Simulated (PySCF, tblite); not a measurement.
**C8H13BO: geometry, infrared bands and NMR shifts**

Aim: predict the infrared bands and NMR shifts of C8H13BO (`B[C@@H]1CC[C@@H](C#CC)CO1`).

The runs use tblite 0.8.0 and PySCF 2.14.0, with density-fitted response routines of our own; the level of theory stands in each step. All values are computed, except where a source is named. Atoms are numbered from 0 throughout.

## (1) Starting geometry

23 atoms, charge 0, multiplicity 1; geometry from: force field or distance geometry start.

Bonds of the start (Å): B0–C1 1.58, C1–C2 1.54, C2–C3 1.52, C3–C4 1.53, C4–C5 1.46, C5–C6 1.21, C6–C7 1.47, C4–C8 1.54, C8–O9 1.42, O9–C1 1.41, B0–H10 1.19, B0–H11 1.19, C1–H12 1.13, C2–H13 1.11, C2–H14 1.12, C3–H15 1.13, C3–H16 1.11, C4–H17 1.12, C7–H18 1.11, C7–H19 1.11, C7–H20 1.10, C8–H21 1.11, C8–H22 1.10.

## (2) Geometry optimisation with GFN2-xTB

What the job is given:

```
{"job": {"kind": "relax", "xc": "GFN2-xTB", "basis": "xTB"}, "charge": 0, "multiplicity": 1}
B     -3.783100    -0.487100    -0.447500
C     -2.252500    -0.456700    -0.060700
C     -1.796700     0.974900     0.275000
C     -0.312000     1.008500     0.590800
C      0.481000     0.282700    -0.493900
C      1.888500     0.152500    -0.112900
C      3.051300     0.048500     0.206900
C      4.460500    -0.081100     0.604900
C     -0.126500    -1.104000    -0.765500
O     -1.499200    -0.985100    -1.127400
H     -4.136700    -0.880300    -1.508500
H     -4.608700    -0.115400     0.327300
H     -2.146600    -1.103300     0.862800
H     -2.371300     1.370500     1.140100
H     -1.999200     1.650500    -0.600200
H     -0.150400     0.498500     1.591300
H      0.032400     2.058400     0.693300
H      0.432300     0.879700    -1.436000
H      4.594800     0.332500     1.625700
H      4.746200    -1.155900     0.601300
H      5.088000     0.477600    -0.112700
H     -0.014100    -1.767200     0.118900
H      0.417200    -1.571600    -1.597300
```

Started as:

```sh
$ OMP_NUM_THREADS=1 python probes_run.py task.json out
```

One launch serves the whole session: the jobs run in the order shown.

**Question.** This job is followed by: GFN2-xTB harmonic vibrations, gas phase; GIAO PBE0/pcSseg-1 NMR shielding, non-relativistic, gas phase. What will the session give for the following? strongest single infrared mode (GFN2-xTB); zero-point energy (GFN2-xTB); 13C shifts against TMS (PBE0/pcSseg-1); 1H shifts against TMS (PBE0/pcSseg-1, means over atoms taken as alike); 11B shifts against BF3·OEt2 (PBE0/pcSseg-1); 17O shifts against H2O (PBE0/pcSseg-1).

As calculated:

| quantity | value |
| --- | --- |
| strongest single infrared mode (GFN2-xTB) | 2665 cm⁻¹, 92 km/mol |
| zero-point energy (GFN2-xTB) | 118.4 kcal/mol |
| 13C shifts against TMS (PBE0/pcSseg-1) | 88.0, 86.4, 84.6, 77.5, 37.8, 30.9, 27.6, 4.8 ppm |
| 1H shifts against TMS (PBE0/pcSseg-1, means over atoms taken as alike) | 7.76, 4.35, 3.68, 3.34, 2.35, 2.26, 1.96, 1.67, 1.48, 1.35 ppm |
| 11B shifts against BF3·OEt2 (PBE0/pcSseg-1) | 89.3 ppm |
| 17O shifts against H2O (PBE0/pcSseg-1) | 70.2 ppm |

What this shows: Relaxing lowered the energy by 0.183 eV in 55 steps; the close pair that moved most is C3–H15, from 1.135 to 1.094 Å. No mode is imaginary among the 63: a minimum at this level. The strongest single mode, at 2665 cm⁻¹, moves mainly H11. Unscaled tight-binding wavenumbers are off by several per cent, some by more. Its intensities can rank the bands wrongly. The most deshielded carbon is C1 (sp3 CH bonded to B and O), at 88.0 ppm: pulled downfield by the heteroatom. At PBE0/pcSseg-1: The largest span, 272 ppm, is at C5, where the paramagnetic term is -157 ppm.
